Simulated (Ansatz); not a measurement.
# SnO: a single-point run

Wanted: a converged single-point run for SnO, and a check of what comes out. The structure is shown as the input types it. The cell is built on a prototype (NiAs type) and needn't be the phase found in nature.

Computed with Ansatz 0.2.0 (density functional or hybrid calculation with the settings of its input, plane waves (as first typed), unless a step's input says otherwise).

## Step 1: The system as given

Symmetry: P6_3/mmc, No. 194, hexagonal system. The conventional cell has a = 3.423 Å, b = 3.423 Å, c = 6.418 Å, α = 90.00°, β = 90.00°, γ = 120.00°. Around Sn (site symmetry -3m) lie 6 O at 2.55 Å. O (site symmetry -6m2) is surrounded by 6 Sn at 2.55 Å.

As a file:

```
CELL_PARAMETERS angstrom
3.42327 0.00000 0.00000
-1.71164 2.96464 0.00000
0.00000 0.00000 6.41796
ATOMIC_POSITIONS crystal
Sn 0.00000 0.00000 0.00000
Sn 0.00000 0.00000 0.50000
O 0.33333 0.66667 0.25000
O 0.66667 0.33333 0.75000
```

## Step 2: The run

File input.yaml:

```yaml
crystal:
  lattice:
    - [3.4232701772, 0.0, 0.0]
    - [-1.7116350886, 2.9646389374, 0.0]
    - [0.0, 0.0, 6.417955429]
  atoms:
    - { symbol: Sn, position: [0.0, 0.0, 0.0] }
    - { symbol: Sn, position: [0.0, 0.0, 0.5] }
    - { symbol: O, position: [0.3333333333, 0.6666666667, 0.25] }
    - { symbol: O, position: [0.6666666667, 0.3333333333, 0.75] }
kpoints:
  mp_grid: { grid: [6, 6, 4] }
hamiltonian:
  xc: r2scan
scf:
  occupations: { method: fermi_dirac, width: 0.02 }
  n_extra_bands: 5
  mixing: { beta: 0.005 }
  max_iter: 57
output:
  forces: true
  stress: true
  eigenvalues: true
```

Run with:

```console
ansatz run input.yaml --threads 4 --pin off --max-ram 3686MiB --backend cpu --events-out ev --progress --plain --runs-dir out
```

What happens when this is run?

The run converged and reported no error. Convergence says nothing about whether the input makes sense.

In the input, scf.mixing.beta is 0.005. What could go wrong: mixing too weak. Here it converged all the same; such a setting changes the road, not the converged state.

The test: delete scf.mixing.beta (the default then holds).
